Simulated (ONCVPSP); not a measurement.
# An ONCV potential for Ge, from input to tests

Do these settings give a usable potential? It is generated, then checked for transferability, scattering, ghosts and hardness.

Program: ONCVPSP 4.0.1.1 (patched build). Reference atom: PBE, scalar-relativistic, spherical and spin-unpolarised. All values are calculated.

**1. The design**

The settings as typed:

```json
{"element": "germanium (Ge, Z = 32)", "type": "optimised norm-conserving Vanderbilt (ONCV)", "frozen core": "[Ne]", "valence charge": "22", "reference configuration": "3s2 3p6 3d10 4s2 4p1.75 (charge +0.25)", "partial waves": "3s+4s: rc 1.10 bohr, ncon 3, nbas 6, qcut 12.7 1/bohr, 2 projectors; 3p+4p: rc 1.00 bohr, ncon 4, nbas 7, qcut 13.9 1/bohr, 2 projectors; 3d: rc 1.00 bohr, ncon 4, nbas 9, qcut 16.6 1/bohr, local", "local potential": "the d channel", "core correction": "Teter function, fcfact 2, rcfact 1.25"}
```

An earlier all-electron run gives the scale for the radii.

All-electron outer shells of the reference configuration (PBE, scalar-relativistic, ld1.x):

```tsv
shell	level (eV)	outermost node (bohr)	outermost maximum (bohr)
2s	-1373.84	0.06	0.18
2p	-1200.76	–	0.14
3s	-170.53	0.26	0.54
3p	-117.66	0.23	0.54
3d	-31.35	–	0.50
4s	-13.61	0.77	1.73
4p	-5.59	0.82	2.19
```

**2. The generation run**

The input, Ge.dat:

```
# ATOM AND REFERENCE CONFIGURATION
# atsym  z   nc   nv     iexc    psfile
  Ge 32.00    3    5        4      upf
#
#   n    l    f
    1    0    2.00
    2    0    2.00
    2    1    6.00
    3    0    2.00
    3    1    6.00
    3    2   10.00
    4    0    2.00
    4    1    1.75
#
# PSEUDOPOTENTIAL AND OPTIMIZATION
# lmax
    2
#
#   l,   rc,      ep,       ncon, nbas, qcut
    0    1.10    0.00    3    6   12.70
    1    1.00    0.00    4    7   13.90
    2    1.00    0.00    4    9   16.60
#
# LOCAL POTENTIAL
# lloc, lpopt,  rc(5),   dvloc0
    2    5    1.00    0.00
#
# VANDERBILT-KLEINMAN-BYLANDER PROJECTORs
# l, nproj, debl
    0    2    3.60
    1    2    3.90
    2    0    0.60
#
# MODEL CORE CHARGE
# icmod, fcfact, rcfact
    3    2.00    1.25
#
# LOG DERIVATIVE ANALYSIS
# epsh1, epsh2, depsh
   -8.00    5.00    0.04
#
# OUTPUT GRID
# rlmax, drl
    6.00    0.01
#
# TEST CONFIGURATIONS
# ncnf
    4
# nvcnf
#   n    l    f
    5
    3    0    2.00
    3    1    6.00
    3    2   10.00
    4    0    2.00
    4    1    2.00
#
    5
    3    0    2.00
    3    1    6.00
    3    2   10.00
    4    0    2.00
    4    1    1.00
#
    5
    3    0    2.00
    3    1    6.00
    3    2   10.00
    4    0    2.00
    4    1    0.00
#
    5
    3    0    2.00
    3    1    6.00
    3    2   10.00
    4    0    1.00
    4    1    3.00
#
```

Launch:

```
$ oncvpsp.x < Ge.dat > Ge.out
```

What the program wrote to Ge.out (without the consistency checks and plot data):

```text
ONCVPSP  (Optimized Norm-Conservinng Vanderbilt PSeudopotential)
scalar-relativistic version 4.0.1.1, modified

#   n    l    f        energy (Ha)
    1    0    2.00    -4.0289121E+02
    2    0    2.00    -5.0487595E+01
    2    1    6.00    -4.4126971E+01
    3    0    2.00    -6.2669668E+00
    3    1    6.00    -4.3240235E+00
    3    2   10.00    -1.1521171E+00
    4    0    2.00    -5.0015417E-01
    4    1    1.75    -2.0533131E-01

Reference configufation results
  iterations    26
  all-electron total energy (Ha)   -2.09878969D+03

Begin loop to  construct optimized pseudo wave functions
and semi-local pseudopoentials for all angular momenta

Calculating optimized projector #   1

 for l=   0

    Fraction of norm inside rc  0.961952
    Optimizing pswf for qcut=  12.71 a_B^-1,  ecut=  80.79 Ha
    Residual kinetic energy error=  2.62D-07 Ha

    Energy error per electron        Cutoff
         Ha          eV             Ha
         0.01000     0.27211       37.82
         0.00100     0.02721       51.83
         0.00010     0.00272       62.17
         0.00001     0.00027       70.21

Calculating optimized projector #   2

 for l=   0

    Fraction of norm inside rc  0.064236
    Optimizing pswf for qcut=  12.71 a_B^-1,  ecut=  80.79 Ha
    Residual kinetic energy error=  1.68D-07 Ha

    Energy error per electron        Cutoff
         Ha          eV             Ha
         0.01000     0.27211       17.25
         0.00100     0.02721       45.47
         0.00010     0.00272       58.20
         0.00001     0.00027       67.67

Calculating optimized projector #   1

 for l=   1

    Fraction of norm inside rc  0.902540
    Optimizing pswf for qcut=  13.90 a_B^-1,  ecut=  96.66 Ha
    Residual kinetic energy error=  2.71D-07 Ha

    Energy error per electron        Cutoff
         Ha          eV             Ha
         0.01000     0.27211       49.47
         0.00100     0.02721       62.63
         0.00010     0.00272       73.70
         0.00001     0.00027       83.55

Calculating optimized projector #   2

 for l=   1

    Fraction of norm inside rc  0.023677
    Optimizing pswf for qcut=  13.90 a_B^-1,  ecut=  96.66 Ha
    Residual kinetic energy error=  2.03D-08 Ha

    Energy error per electron        Cutoff
         Ha          eV             Ha
         0.01000     0.27211       32.83
         0.00100     0.02721       47.45
         0.00010     0.00272       60.49
         0.00001     0.00027       71.55

Calculating optimized projector #   1

 for l=   2

    Fraction of norm inside rc  0.797750
    Optimizing pswf for qcut=  16.58 a_B^-1,  ecut= 137.52 Ha
    Residual kinetic energy error=  1.36D-06 Ha

    Energy error per electron        Cutoff
         Ha          eV             Ha
         0.01000     0.27211       91.50
         0.00100     0.02721      107.04
         0.00010     0.00272      119.32
         0.00001     0.00027      128.96

Construct Vanderbilt / Kleinmman-Bylander projectors

B matrix Hermiticity error, ll=   0
   1   2    1.0204E-03

  Orthonormal projector coefficients -2.8984E+01  2.1555E+01

B matrix Hermiticity error, ll=   1
   1   2    4.9904E-04

  Orthonormal projector coefficients  1.3227E+01 -4.8249E+00

Model core correction analysis
  based on d2Exc/dn_idn_j

d2excae - all-electron derivatives

   -4.648809D-02   -4.352091D-02   -3.467617D-02   -2.749750D-03
   -1.313816D-03
   -4.352104D-02   -4.229136D-02   -3.427218D-02   -3.171127D-03
   -1.485674D-03
   -3.467647D-02   -3.427236D-02   -3.328226D-02   -5.959254D-03
   -2.789405D-03
   -2.749594D-03   -3.170892D-03   -5.958747D-03   -3.286210D-02
   -2.620365D-02
   -1.313796D-03   -1.485622D-03   -2.789151D-03   -2.620179D-02
   -2.821362D-02

d2excps - pseudofunction derivatives with no core correction

   -5.346988D-02   -4.453820D-02   -3.748579D-02   -3.636272D-03
   -1.501271D-03
   -4.453930D-02   -4.280620D-02   -3.789034D-02   -3.325002D-03
   -1.555469D-03
   -3.748644D-02   -3.789044D-02   -3.531003D-02   -6.016234D-03
   -2.894300D-03
   -3.636009D-03   -3.324769D-03   -6.015729D-03   -3.294088D-02
   -2.621532D-02
   -1.501309D-03   -1.555419D-03   -2.894048D-03   -2.621346D-02
   -2.821747D-02

rms 2nd derivative error    1.988966E-03

rmatch, rhocmatch    0.3060  125.5923

Teter function model core charge with specified parameters

d2excps - pseudofunction derivatives with core correction

   -4.481127D-02   -4.233139D-02   -3.699482D-02   -2.851969D-03
   -1.378644D-03
   -4.233142D-02   -4.167409D-02   -3.735616D-02   -3.131272D-03
   -1.495605D-03
   -3.699491D-02   -3.735623D-02   -3.486892D-02   -5.978478D-03
   -2.868425D-03
   -2.851806D-03   -3.131031D-03   -5.977972D-03   -3.286982D-02
   -2.620454D-02
   -1.378620D-03   -1.495553D-03   -2.868174D-03   -2.620268D-02
   -2.821430D-02

rms 2nd derivative error    1.238691E-03

Pseudoatom total energy -291.443681

Diagnostic tests using Vanderbilt-Kleinman-Bylander pseudopotentials
  1 or more projectors used as specified by nproj input data

   l    rcore       rmatch      e in        delta e   norm test  slope test

   0   1.1006571   1.1340755  -6.2669668   0.0000190   1.0001008   1.0000728
   0   1.1006571   1.1340755  -0.5001542   0.0000167   1.0000756   1.0000529

   1   1.0001943   1.0305623  -4.3240235  -0.0000259   1.0003552   1.0003700
   1   1.0001943   1.0305623  -0.2053313   0.0000146   1.0001059   1.0000986

   2   1.0001943   1.0305623  -1.1521171  -0.0000141   0.9999944   1.0000249

 Testing for bound ghosts
   n   l    E NL Schr. Eq   E Basis Diag.   E Cutoff

       0                      -22.983823    106.24  WARNING - GHOST(-)
   1   0       -6.266948       -6.266452    106.24
   2   0       -0.500138       -0.370321    106.24

   2   1       -4.324049       -4.324016    223.48
   3   1       -0.205317        0.196819    223.48

 Testing for highly-localized positive-energy ghosts
       l    <radius>/rc     E Basis Diag.   E Cutoff

Test configuration 0

   n   l     f        eae           eps        diff
   1   0  2.0000 -402.89120595
   2   0  2.0000  -50.48759469
   2   1  6.0000  -44.12697097
   3   0  2.0000   -6.26696681   -6.26694778    1.90D-05
   3   1  6.0000   -4.32402350   -4.32404945   -2.59D-05
   3   2 10.0000   -1.15211709   -1.15213116   -1.41D-05
   4   0  2.0000   -0.50015417   -0.50013751    1.67D-05
   4   1  1.7500   -0.20533131   -0.20531671    1.46D-05

    Total energies and differences
      AE_ref= -2.09878969D+03  AE_tst= -2.09878969D+03  dif=  0.00D+00
      PS_ref= -2.91443681D+02  PS_tst= -2.91443681D+02  dif=  4.55D-13
      PSP excitation error= -4.55D-13

Test configuration 1

   n   l     f        eae           eps        diff
   1   0  2.0000 -402.81570560
   2   0  2.0000  -50.41248757
   2   1  6.0000  -44.05181077
   3   0  2.0000   -6.19192659   -6.19191574    1.08D-05
   3   1  6.0000   -4.24897334   -4.24900755   -3.42D-05
   3   2 10.0000   -1.07715362   -1.07716255   -8.93D-06
   4   0  2.0000   -0.43112376   -0.43110961    1.41D-05
   4   1  2.0000   -0.14315416   -0.14314223    1.19D-05

    Total energies and differences
      AE_ref= -2.09878969D+03  AE_tst= -2.09883316D+03  dif= -4.35D-02
      PS_ref= -2.91443681D+02  PS_tst= -2.91487153D+02  dif= -4.35D-02
      PSP excitation error=  2.28D-06

Test configuration 2

   n   l     f        eae           eps        diff
   1   0  2.0000 -403.15060002
   2   0  2.0000  -50.74465659
   2   1  6.0000  -44.38432619
   3   0  2.0000   -6.52362329   -6.52361966    3.63D-06
   3   1  6.0000   -4.58069972   -4.58071648   -1.68D-05
   3   2 10.0000   -1.40818962   -1.40825734   -6.77D-05
   4   0  2.0000   -0.72980429   -0.72978055    2.37D-05
   4   1  1.0000   -0.41315242   -0.41312867    2.38D-05

    Total energies and differences
      AE_ref= -2.09878969D+03  AE_tst= -2.09855959D+03  dif=  2.30D-01
      PS_ref= -2.91443681D+02  PS_tst= -2.91213564D+02  dif=  2.30D-01
      PSP excitation error= -1.63D-05

Test configuration 3

   n   l     f        eae           eps        diff
   1   0  2.0000 -403.55957955
   2   0  2.0000  -51.14734444
   2   1  6.0000  -44.78776752
   3   0  2.0000   -6.92516083   -6.92532228   -1.61D-04
   3   1  6.0000   -4.98220147   -4.98227267   -7.12D-05
   3   2 10.0000   -1.80786425   -1.80812511   -2.61D-04
   4   0  2.0000   -1.07491036   -1.07487961    3.07D-05

    Total energies and differences
      AE_ref= -2.09878969D+03  AE_tst= -2.09799220D+03  dif=  7.97D-01
      PS_ref= -2.91443681D+02  PS_tst= -2.90646134D+02  dif=  7.98D-01
      PSP excitation error= -6.30D-05

Test configuration 4

   n   l     f        eae           eps        diff
   1   0  2.0000 -402.88231889
   2   0  2.0000  -50.47638987
   2   1  6.0000  -44.11572528
   3   0  2.0000   -6.25782971   -6.25839121   -5.61D-04
   3   1  6.0000   -4.31469004   -4.31504352   -3.53D-04
   3   2 10.0000   -1.14104686   -1.14135232   -3.05D-04
   4   0  1.0000   -0.46624101   -0.46624709   -6.09D-06
   4   1  3.0000   -0.16843102   -0.16841969    1.13D-05

    Total energies and differences
      AE_ref= -2.09878969D+03  AE_tst= -2.09854017D+03  dif=  2.50D-01
      PS_ref= -2.91443681D+02  PS_tst= -2.91194137D+02  dif=  2.50D-01
      PSP excitation error= -3.01D-05
```

Run time: 3 s. Hardware: 1 thread of Neoverse-V2, shared host.

All-electron and pseudo partial waves u(r) = r·R(r), from the program's wave files:

| r (bohr) | 3s AE | 3s PS | 3p AE | 3p PS |
| --- | --- | --- | --- | --- |
| 0.055 | 0.0928 | 0.1845 | -0.4609 | 0.0393 |
| 0.110 | -0.6345 | 0.3677 | -0.7142 | 0.1507 |
| 0.165 | -0.7215 | 0.5475 | -0.5165 | 0.3196 |
| 0.220 | -0.3475 | 0.7203 | -0.0911 | 0.5238 |
| 0.275 | 0.1774 | 0.8811 | 0.3683 | 0.7382 |
| 0.330 | 0.6643 | 1.0235 | 0.7602 | 0.9386 |
| 0.385 | 1.0339 | 1.1409 | 1.0478 | 1.1058 |
| 0.440 | 1.2704 | 1.2275 | 1.2300 | 1.2270 |
| 0.495 | 1.3892 | 1.2790 | 1.3217 | 1.2971 |
| 0.550 | 1.4165 | 1.2939 | 1.3434 | 1.3179 |
| 0.605 | 1.3793 | 1.2738 | 1.3151 | 1.2964 |
| 0.660 | 1.3001 | 1.2227 | 1.2531 | 1.2419 |
| 0.715 | 1.1966 | 1.1469 | 1.1705 | 1.1647 |
| 0.770 | 1.0818 | 1.0538 | 1.0769 | 1.0743 |
| 0.825 | 0.9644 | 0.9509 | 0.9793 | 0.9782 |
| 0.880 | 0.8503 | 0.8450 | 0.8822 | 0.8817 |
| 0.935 | 0.7431 | 0.7415 | 0.7889 | 0.7886 |
| 0.990 | 0.6448 | 0.6445 | 0.7011 | 0.7009 |
| 1.045 | 0.5561 | 0.5560 | 0.6199 | 0.6197 |
| 1.100 | 0.4772 | 0.4772 | 0.5459 | 0.5457 |
| 1.155 | 0.4078 | 0.4077 | 0.4790 | 0.4788 |
| 1.210 | 0.3472 | 0.3472 | 0.4190 | 0.4189 |
| 1.265 | 0.2947 | 0.2946 | 0.3656 | 0.3654 |
| 1.320 | 0.2495 | 0.2494 | 0.3183 | 0.3182 |
| 1.375 | 0.2107 | 0.2106 | 0.2765 | 0.2764 |
| 1.430 | 0.1776 | 0.1776 | 0.2399 | 0.2398 |

Densities times 4π (e/bohr³); a dash where the program caps the true core:

| r (bohr) | pseudo valence | true core | model core |
| --- | --- | --- | --- |
| 0.055 | 27.84 | – | 235.1 |
| 0.165 | 57.45 | – | 137.9 |
| 0.275 | 111.1 | 227.6 | 44.57 |
| 0.385 | 140.9 | 26.31 | 6.613 |
| 0.495 | 120.3 | 2.784 | 0.2405 |
| 0.605 | 77.96 | 0.2853 | 0.00332 |
| 0.715 | 43.85 | 0.02912 | 0.0009511 |
| 0.825 | 23.86 | 0.002989 | 0.0002258 |
| 0.935 | 13.24 | 0.0003066 | 9.915e-06 |
| 1.045 | 7.622 | 3.208e-05 | 2.408e-05 |
| 1.155 | 4.61 | 3.426e-06 | 0 |
| 1.265 | 2.967 | 3.869e-07 | 0 |
| 1.375 | 2.04 | 0 | 0 |

**3. The configuration tests of the same run**

Excitation and ionisation energies from 3s2 3p6 3d10 4s2 4p1.75, with the error of the potential.

```tsv
valence configuration	charge	ΔE all-electron (eV)	error AE − PS (meV)
3s2 3p6 3d10 4s2 4p2	0	-1.183	+0.1
3s2 3p6 3d10 4s2 4p1	+1	6.261	-0.4
3s2 3p6 3d10 4s2 4p0	+2	21.701	-1.7
3s2 3p6 3d10 4s1 4p3	0	6.790	-0.8
```

**4. Logarithmic derivatives**

Taken from the files of the generation run. The phase is arctan(r·R′/R) of the radial function R, unwrapped, with energies in Ha. A pole is an energy at which the radial function vanishes at the test radius. The pseudo phase is shifted by a multiple of π to meet the all-electron one at the reference energy. Levels narrower than the energy grid can be missing from the poles. The last column is the largest difference on the grid between −0.5 and +0.5 Ha.

```tsv
channel	radius (bohr)	reference (Ha)	poles AE	poles PS	window around the reference with phases within 0.05 rad (Ha)	largest difference near zero (rad)
s	1.11	-0.50	-5.59	-5.58	the whole range	0.001
p	1.01	-0.21	-2.91	-2.91	the whole range	0.000
d	1.01	-1.15	0.34	0.46	-2.6 to 1.8	0.016
```

Phases (rad) along the scan:

| E (Ha) | d AE | d PS | s AE | s PS |
| --- | --- | --- | --- | --- |
| -7.96 | 1.216 | 1.226 | 0.846 | 0.853 |
| -7.24 | 1.187 | 1.199 | 0.088 | 0.096 |
| -6.52 | 1.149 | 1.165 | -1.154 | -1.154 |
| -5.80 | 1.100 | 1.119 | -1.518 | -1.518 |
| -5.08 | 1.030 | 1.053 | -1.659 | -1.659 |
| -4.36 | 0.923 | 0.953 | -1.744 | -1.743 |
| -3.64 | 0.738 | 0.778 | -1.811 | -1.810 |
| -2.92 | 0.370 | 0.422 | -1.874 | -1.873 |
| -2.20 | -0.320 | -0.286 | -1.944 | -1.943 |
| -1.48 | -0.975 | -0.973 | -2.029 | -2.029 |
| -0.76 | -1.317 | -1.315 | -2.143 | -2.143 |
| -0.04 | -1.502 | -1.491 | -2.310 | -2.310 |
| 0.68 | -1.623 | -1.600 | -2.569 | -2.567 |
| 1.40 | -1.718 | -1.681 | -2.961 | -2.953 |
| 2.12 | -1.808 | -1.750 | -3.434 | -3.419 |
| 2.84 | -1.905 | -1.815 | -3.827 | -3.809 |
| 3.56 | -2.026 | -1.884 | -4.085 | -4.067 |
| 4.28 | -2.194 | -1.964 | -4.249 | -4.232 |
| 5.00 | -2.453 | -2.063 | -4.358 | -4.342 |

**5. Plane-wave cutoff and ghosts**

Read off the output, the cutoffs (Ha) at which the residual kinetic energy of the hardest occupied pseudo-wave falls to 1 and 0.1 mHa per electron: 107 Ha and 119 Ha.

The program's own ghost test: GHOST(-) flagged for s at -625.4 eV; no localised positive-energy state flagged.

Cutoff (Ha) at which the first wave of each channel reaches a given error (Ha per electron):

| error | s | p | d |
| --- | --- | --- | --- |
| 1.0e-02 | 37.8 | 49.5 | 91.5 |
| 3.2e-03 | 45.5 | 56.3 | 99.7 |
| 1.0e-03 | 51.8 | 62.6 | 107.0 |
| 3.2e-04 | 57.3 | 68.6 | 113.6 |
| 1.0e-04 | 62.2 | 73.7 | 119.3 |
| 3.2e-05 | 66.5 | 79.0 | 124.2 |
| 1.0e-05 | 70.2 | 83.5 | 129.0 |

**6. Outcome**

| quantity | value |
| --- | --- |
| cutoffs for 1 and 0.1 mHa per electron, occupied waves | 107 Ha and 119 Ha |
| bound ghosts | s at -625.42 eV |
| GHOST(+) flags | none at low energy |
| largest test error (AE − PS) | -1.7 meV, for 3s2 3p6 3d10 4s2 4p0 |
| largest phase difference near zero energy, channels read | 0.016 rad |
| rms error of d²Exc/dn², without and with the model core | 1.99 and 1.24 mHa |

**Reading.** A bound ghost (s) makes it unfit for use: electrons can fall into a state that the atom doesn't have. By total energies transferability is very good: the largest error is 1.7 meV on 21.7 eV, for 3s2 3p6 3d10 4s2 4p0. Atomic tests can pass in spite of a ghost, since they solve only for the levels asked. It counts as very hard, with 107 Ha needed at the looser tolerance. At the looser tolerance the 3d wave is the slowest; 3p needs 63 Ha. Near zero energy the phases of the channels with partial waves agree within 0.016 rad. All of this concerns the isolated atom, not yet a solid.
